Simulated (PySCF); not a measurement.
# C₈H₉N: vibronic structure

Wanted: vibronic structure for C₈H₉N (`C=NC1=C[C@@H]2CC=C[C@H]12`).

Programs: PySCF 2.14.0, with routines of our own; each step states its level. All values are computed. Atoms count from 0.

### 1 The system as given

18 atoms, charge 0, multiplicity 1; geometry from: GFN2-xTB.

### 2 Vibronic structure: TDA BHandHLYP/def2-SVP

Job settings and geometry (Å):

```
{"job": {"kind": "vib", "xc": "BHandHLYP", "basis": "def2-SVP", "tda": true}, "charge": 0, "multiplicity": 1}
C      2.658589     1.384234     0.275063
N      2.129119     1.067379    -0.827256
C      1.080514     0.201247    -0.882383
C      0.333366    -0.245833    -1.902023
C     -0.530142    -1.123025    -1.037098
C     -1.965461    -0.624272    -0.818716
C     -1.863782     0.219369     0.418997
C     -0.657494     0.204378     0.965148
C      0.309955    -0.604511     0.170611
H      2.333939     1.012034     1.250685
H      3.491065     2.071569     0.260801
H      0.316064    -0.047117    -2.957775
H     -0.470225    -2.188397    -1.255059
H     -2.319316    -0.038622    -1.670624
H     -2.666006    -1.449270    -0.667278
H     -2.717628     0.758696     0.793828
H     -0.364028     0.730241     1.857890
H      0.892712    -1.321783     0.748771
```

With the program's defaults for keys left out, this is: TDA BHandHLYP/def2-SVP vertical-gradient vibronic structure (displaced harmonic oscillators, Condon), gas phase.

Command:

```console
$ OMP_NUM_THREADS=1 python excited_run.py task.json out
```

The driver reads the jobs from task.json and runs them one after another.

Log:

```text
final grid: 68808 points
cycle   1  E = -364.3721774109  dE =  1.958e+00  |g| = 3.900e-01  |ddm| = 4.828e+00
cycle   2  E = -364.3914967095  dE = -1.932e-02  |g| = 3.487e-01  |ddm| = 8.926e-01
cycle   3  E = -364.4191958672  dE = -2.770e-02  |g| = 8.817e-02  |ddm| = 4.892e-01
cycle   4  E = -364.4210306377  dE = -1.835e-03  |g| = 3.289e-02  |ddm| = 1.301e-01
cycle   5  E = -364.4213026814  dE = -2.720e-04  |g| = 5.312e-03  |ddm| = 4.967e-02
cycle   6  E = -364.4213100729  dE = -7.391e-06  |g| = 2.079e-03  |ddm| = 1.087e-02
cycle   7  E = -364.4213112009  dE = -1.128e-06  |g| = 9.211e-04  |ddm| = 3.483e-03
cycle   8  E = -364.4213114336  dE = -2.327e-07  |g| = 2.718e-04  |ddm| = 1.557e-03
cycle   9  E = -364.4213114533  dE = -1.961e-08  |g| = 1.029e-04  |ddm| = 4.549e-04
cycle  10  E = -364.4213114557  dE = -2.457e-09  |g| = 4.109e-05  |ddm| = 1.552e-04
cycle  11  E = -364.4213114561  dE = -4.330e-10  |g| = 9.018e-06  |ddm| = 6.670e-05
converged SCF energy = -364.4213114561

Singlet excitations (eV, f): 4.431 (0.0045)  5.885 (0.3593)  6.155 (0.2060)  6.858 (0.0605)  7.382 (0.2450)  7.499 (0.0154)

State S1  4.4314 eV  f = 0.00447  H-1->L 0.39, H-2->L 0.38, H->L 0.19
  relaxed dipole 1.983 D, largest gradient of the excitation energy 0.0923 Eh/bohr
  mode    cm-1        S   lambda/meV  Raman
   31   1251.1    1.7350     269.1   1.000
    7    444.7    4.7705     263.0   0.347
    8    557.9    2.5142     173.9   0.288
    9    600.3    1.8082     134.6   0.240
   37   1643.0    0.3003      61.2   0.298
   38   1680.0    0.2705      56.3   0.281
    4    207.3    1.1331      29.1   0.018
    1     72.3    3.1737      28.4   0.006
   28   1166.0    0.1799      26.0   0.090
    6    393.2    0.3309      16.1   0.019
   32   1271.0    0.0722      11.4   0.043
    2    127.1    0.7141      11.2   0.004
  reorganisation energy 1.1468 eV, total S 17.753, 0-0 3.2846 eV
  absorption maximum 4.396 eV, width 0.845 eV

State S2  5.8849 eV  f = 0.35929  H->L 0.73, H-2->L 0.14
  relaxed dipole 4.559 D, largest gradient of the excitation energy 0.0661 Eh/bohr
  mode    cm-1        S   lambda/meV  Raman
   37   1643.0    1.4984     305.2   1.000
    1     72.3   31.2656     280.2   0.040
    3    151.0    3.9988      74.9   0.023
    2    127.1    3.8250      60.3   0.015
    5    323.6    0.7948      31.9   0.021
    4    207.3    0.7766      20.0   0.008
    7    444.7    0.3128      17.2   0.015
   10    699.4    0.1732      15.0   0.021
   31   1251.1    0.0940      14.6   0.036
   32   1271.0    0.0913      14.4   0.036
   14    799.5    0.1425      14.1   0.023
    8    557.9    0.1720      11.9   0.013
  reorganisation energy 0.9323 eV, total S 43.717, 0-0 4.9526 eV

State S5  7.3820 eV  f = 0.24500  H-1->L+1 0.72
  relaxed dipole 1.780 D, largest gradient of the excitation energy 0.0927 Eh/bohr
  mode    cm-1        S   lambda/meV  Raman
   39   1687.0    0.8651     180.9   1.000
    8    557.9    0.9266      64.1   0.117
   33   1285.6    0.2566      40.9   0.172
   31   1251.1    0.1791      27.8   0.114
    9    600.3    0.3573      26.6   0.052
    6    393.2    0.3999      19.5   0.025
   27   1143.0    0.1173      16.6   0.062
    2    127.1    1.0087      15.9   0.007
   14    799.5    0.1488      14.7   0.039
   28   1166.0    0.0988      14.3   0.055
   25   1109.1    0.1007      13.8   0.050
   23   1068.6    0.1034      13.7   0.048
  reorganisation energy 0.5419 eV, total S 5.872, 0-0 6.8401 eV
  absorption maximum 7.300 eV, width 0.664 eV

State T1  2.9880 eV  f = 0.00000  H->L 0.70, H-1->L 0.21
  relaxed dipole 2.434 D, largest gradient of the excitation energy 0.1292 Eh/bohr
  mode    cm-1        S   lambda/meV  Raman
   37   1643.0    4.3255     881.2   1.000
    7    444.7    0.4340      23.9   0.007
   31   1251.1    0.1310      20.3   0.018
    2    127.1    0.7715      12.2   0.001
   35   1416.7    0.0527       9.3   0.009
   38   1680.0    0.0356       7.4   0.009
   29   1180.5    0.0480       7.0   0.006
   21   1011.9    0.0492       6.2   0.004
    9    600.3    0.0817       6.1   0.003
   11    723.7    0.0621       5.6   0.003
    4    207.3    0.2151       5.5   0.001
   23   1068.6    0.0346       4.6   0.003
  reorganisation energy 1.0116 eV, total S 6.568, 0-0 1.9764 eV
  absorption maximum 3.014 eV, width 0.903 eV
```

It took 49 s on 1 thread of Arm Neoverse V1, shared host; peak memory 0.9 GiB.

### 3 Vibronic structure: TDA wB97X/pcseg-0

Settings changed since step 2:

```diff
@@ -1,2 +1,2 @@
-{"job": {"kind": "vib", "xc": "BHandHLYP", "basis": "def2-SVP", "tda": true}, "charge": 0, "multiplicity": 1}
+{"job": {"kind": "vib", "xc": "wB97X", "basis": "pcseg-0", "tda": true}, "charge": 0, "multiplicity": 1}
 C      2.658589     1.384234     0.275063
```

Level: TDA wB97X/pcseg-0 vertical-gradient vibronic structure (displaced harmonic oscillators, Condon), gas phase.

Log:

```text
final grid: 68808 points
cycle   1  E = -363.8433065371  dE =  2.216e+00  |g| = 3.337e-01  |ddm| = 4.761e+00
cycle   2  E = -363.8667099576  dE = -2.340e-02  |g| = 2.915e-01  |ddm| = 9.064e-01
cycle   3  E = -363.8844799693  dE = -1.777e-02  |g| = 5.455e-02  |ddm| = 3.410e-01
cycle   4  E = -363.8854261748  dE = -9.462e-04  |g| = 1.848e-02  |ddm| = 1.112e-01
cycle   5  E = -363.8855211566  dE = -9.498e-05  |g| = 5.243e-03  |ddm| = 3.772e-02
cycle   6  E = -363.8855307460  dE = -9.589e-06  |g| = 2.135e-03  |ddm| = 1.177e-02
cycle   7  E = -363.8855323045  dE = -1.558e-06  |g| = 6.598e-04  |ddm| = 4.419e-03
cycle   8  E = -363.8855324763  dE = -1.719e-07  |g| = 2.371e-04  |ddm| = 2.091e-03
cycle   9  E = -363.8855324932  dE = -1.683e-08  |g| = 6.307e-05  |ddm| = 4.388e-04
cycle  10  E = -363.8855324947  dE = -1.531e-09  |g| = 2.648e-05  |ddm| = 1.484e-04
cycle  11  E = -363.8855324950  dE = -2.692e-10  |g| = 6.064e-06  |ddm| = 6.814e-05
converged SCF energy = -363.8855324950

Singlet excitations (eV, f): 4.013 (0.0045)  6.212 (0.3833)  6.450 (0.1867)  7.255 (0.0879)  7.514 (0.0804)  7.659 (0.0093)

State S1  4.0131 eV  f = 0.00455  H->L 0.58, H-2->L 0.22, H-1->L 0.18
  relaxed dipole 1.595 D, largest gradient of the excitation energy 0.0942 Eh/bohr
  mode    cm-1        S   lambda/meV  Raman
    7    444.7    4.8033     264.8   0.408
   31   1251.1    1.4878     230.8   1.000
    9    600.3    2.2818     169.8   0.353
    8    557.9    2.4417     168.9   0.326
   37   1643.0    0.3388      69.0   0.393
   38   1680.0    0.1768      36.8   0.214
    4    207.3    1.3903      35.7   0.026
   28   1166.0    0.1787      25.8   0.104
    5    323.6    0.3868      15.5   0.017
    6    393.2    0.2483      12.1   0.016
   13    776.0    0.1232      11.9   0.032
   32   1271.0    0.0634      10.0   0.044
  reorganisation energy 1.1106 eV, total S 15.191, 0-0 2.9025 eV
  absorption maximum 3.982 eV, width 0.823 eV

State S2  6.2125 eV  f = 0.38328  H-1->L 0.43, H->L 0.35, H-2->L 0.11
  relaxed dipole 4.751 D, largest gradient of the excitation energy 0.0758 Eh/bohr
  mode    cm-1        S   lambda/meV  Raman
   37   1643.0    1.7457     355.6   1.000
    1     72.3   13.7261     123.0   0.015
    3    151.0    2.9577      55.4   0.014
    2    127.1    1.9903      31.4   0.007
   14    799.5    0.2645      26.2   0.036
    5    323.6    0.5570      22.3   0.012
    7    444.7    0.3935      21.7   0.017
   32   1271.0    0.1126      17.7   0.039
   31   1251.1    0.1133      17.6   0.038
   10    699.4    0.1845      16.0   0.019
    4    207.3    0.4331      11.1   0.004
   16    877.7    0.0907       9.9   0.015
  reorganisation energy 0.7660 eV, total S 23.042, 0-0 5.4465 eV

State S3  6.4504 eV  f = 0.18666  H-2->L 0.53, H-1->L 0.32
  relaxed dipole 7.659 D, largest gradient of the excitation energy 0.0777 Eh/bohr
  mode    cm-1        S   lambda/meV  Raman
    1     72.3   26.0253     233.3   0.045
   37   1643.0    1.1238     228.9   1.000
    2    127.1    5.4615      86.0   0.029
   39   1687.0    0.3109      65.0   0.292
    7    444.7    0.9297      51.3   0.061
   31   1251.1    0.3297      51.1   0.170
    5    323.6    1.0124      40.6   0.035
    8    557.9    0.5093      35.2   0.052
   19    962.0    0.1525      18.2   0.047
   22   1049.9    0.1216      15.8   0.044
   38   1680.0    0.0560      11.7   0.052
   35   1416.7    0.0502       8.8   0.033
  reorganisation energy 0.9304 eV, total S 37.213, 0-0 5.5200 eV

State T1  3.2650 eV  f = 0.00000  H->L 0.46, H-1->L 0.42
  relaxed dipole 2.454 D, largest gradient of the excitation energy 0.1243 Eh/bohr
  mode    cm-1        S   lambda/meV  Raman
   37   1643.0    3.7206     757.9   1.000
    1     72.3   37.9375     340.0   0.020
    2    127.1   13.6271     214.7   0.022
    7    444.7    1.6197      89.3   0.032
   11    723.7    0.4633      41.6   0.024
   31   1251.1    0.1865      28.9   0.029
    5    323.6    0.5079      20.4   0.005
    4    207.3    0.4057      10.4   0.002
   12    768.9    0.0984       9.4   0.006
   10    699.4    0.0955       8.3   0.005
   29   1180.5    0.0492       7.2   0.007
   35   1416.7    0.0396       7.0   0.008
  reorganisation energy 1.5778 eV, total S 59.154, 0-0 1.6872 eV
```

It took 26 s on 1 thread of Arm Neoverse V1, shared host; peak memory 0.75 GiB.

### 4 Summary of results

```
                                                                                        quantity                      value
S1: vertical, reorganisation, 0-0, total S (step 2, TDA BHandHLYP/def2-SVP, modes from GFN2-xTB)  4.43, 1.15, 3.28 eV; 17.8
S2: vertical, reorganisation, 0-0, total S (step 2, TDA BHandHLYP/def2-SVP, modes from GFN2-xTB)  5.88, 0.93, 4.95 eV; 43.7
S5: vertical, reorganisation, 0-0, total S (step 2, TDA BHandHLYP/def2-SVP, modes from GFN2-xTB)   7.38, 0.54, 6.84 eV; 5.9
     S1: vertical, reorganisation, 0-0, total S (step 3, TDA wB97X/pcseg-0, modes from GFN2-xTB)  4.01, 1.11, 2.90 eV; 15.2
     S2: vertical, reorganisation, 0-0, total S (step 3, TDA wB97X/pcseg-0, modes from GFN2-xTB)  6.21, 0.77, 5.45 eV; 23.0
     S3: vertical, reorganisation, 0-0, total S (step 3, TDA wB97X/pcseg-0, modes from GFN2-xTB)  6.45, 0.93, 5.52 eV; 37.2
```

In words: In steps 2, 3 the harmonic model is doubtful. Where the total S runs above about 15, the geometry moves far on excitation and the harmonic model is stretched, so its 0-0 value is in doubt. The vibronic model keeps the ground-state modes (from xTB) and shifts them along the gradient alone, so it can miss much of the relaxation that a full optimisation finds.
